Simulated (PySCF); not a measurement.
**Solver options tried on LiSn⁺**

Do solver options change the result for LiSn⁺, or only the number of cycles?

Computed with PySCF 2.14.0. Level: method and basis as typed in the scripts.

4 further runs of the same task are left out: 1 for a known fault of the program, 3 that didn't finish.

### 1 Where the work starts

LiSn⁺: 2 atoms, charge 1, spin multiplicity 1.

Bond lengths: Li1–Sn2 2.598 Å.

### 2 The run that the others are compared with

Contents of input.py:

```python
from pyscf import gto, dft

mol = gto.M(
    atom='Li 0 0 0; Sn 0 0 2.598',
    basis='lanl2dz',
    ecp={'Sn': 'lanl2dz'},
    charge=1,
    spin=0,
    symmetry=True,
    verbose=4,
)
mf = dft.UKS(mol, xc='olyp')
mf.kernel()
mf.mulliken_pop()
mf.dip_moment()
print('orbital energies (hartree):', [e[max(0, n-3):n+3].round(4) for e, n in zip(mf.mo_energy, mol.nelec)])
```

The run is started by

```
$ OMP_NUM_THREADS=1 python input.py
```

Its log is not repeated here.

It gives: E(SCF) = -10.613851 Eh, 8 cycles.

The bond length is a typed value, not an optimised one. The dipole of an ion depends on the origin.

### 3 Smearing width 0.05 hartree

Edit 1 changes smearing width: none → 0.05 hartree.

Contents of input.py:

```python
from pyscf import gto, dft, scf

mol = gto.M(
    atom='Li 0 0 0; Sn 0 0 2.598',
    basis='lanl2dz',
    ecp={'Sn': 'lanl2dz'},
    charge=1,
    spin=0,
    symmetry=True,
    verbose=4,
)
mf = dft.UKS(mol, xc='olyp')
mf = scf.addons.smearing_(mf, sigma=0.05, method='fermi')
mf.kernel()
mf.mulliken_pop()
mf.dip_moment()
print('orbital energies (hartree):', [e[max(0, n-3):n+3].round(4) for e, n in zip(mf.mo_energy, mol.nelec)])
```

The run is started by

```
$ OMP_NUM_THREADS=1 python input.py
```

### 4 Initial guess mod_huckel

Edit 2 changes initial guess: minao → mod_huckel.

Changes to input.py since step 2:

```diff
@@ -12,2 +12,3 @@
 mf = dft.UKS(mol, xc='olyp')
+mf.init_guess = 'mod_huckel'
 mf.kernel()
```

### 5 Damping 0.5

Edit 3 changes damping: none → 0.5.

Changes to input.py since step 2:

```diff
@@ -12,2 +12,4 @@
 mf = dft.UKS(mol, xc='olyp')
+mf.damp = 0.5
+mf.diis_start_cycle = 8
 mf.kernel()
```

### 6 Damping 0.95

Edit 4 changes damping: none → 0.95.

Changes to input.py since step 2:

```diff
@@ -12,2 +12,4 @@
 mf = dft.UKS(mol, xc='olyp')
+mf.damp = 0.95
+mf.diis_start_cycle = 8
 mf.kernel()
```

### 7 DIIS space 4

Edit 5 changes DIIS space: default → 4.

Changes to input.py since step 2:

```diff
@@ -12,2 +12,3 @@
 mf = dft.UKS(mol, xc='olyp')
+mf.diis_space = 4
 mf.kernel()
```

What does the calculation give? Wanted: for each run, E(SCF); from base; gap.

As calculated:

| run | E(SCF) (hartree) | from base (eV) | cycles | gap (eV) |
| --- | --- | --- | --- | --- |
| base | -10.613851 | 0 | 8 | 0.32 |
| smearing width 0.05 hartree | -10.554646 | +1.6110 | 12 | n/a |
| initial guess mod_huckel | -10.613851 | 0.0000 | 7 | 0.32 |
| damping 0.5 | -10.613851 | 0.0000 | 10 | 0.32 |
| damping 0.95 | -10.613851 | 0.0000 | 13 | 0.32 |
| DIIS space 4 | -10.613851 | 0.0000 | 7 | 0.32 |

Distance from each run's final energy (log10 hartree) by cycle:

```csv
run,cycle 1,cycle 2,cycle 3,cycle 5,cycle 8,cycle 12
base,-0.6,-1.3,-3.5,-6.9,< -11,done
smearing width 0.05 hartree,-0.5,-1.8,-2.2,-3.3,-7.7,-8.9
initial guess mod_huckel,-2.1,-3.0,-4.6,-8.4,done,done
damping 0.5,-0.6,-2.1,-3.1,-4.9,-8.4,done
damping 0.95,-0.6,-0.8,-1.0,-1.3,-2.3,-9.6
DIIS space 4,-0.6,-1.3,-3.5,-6.9,done,done
```

The SCF energy stays the same, to the digits that matter, with initial guess mod_huckel or damping 0.5 or damping 0.95 or DIIS space 4. The base needs 8 cycles and the run with damping 0.95 needs 13.
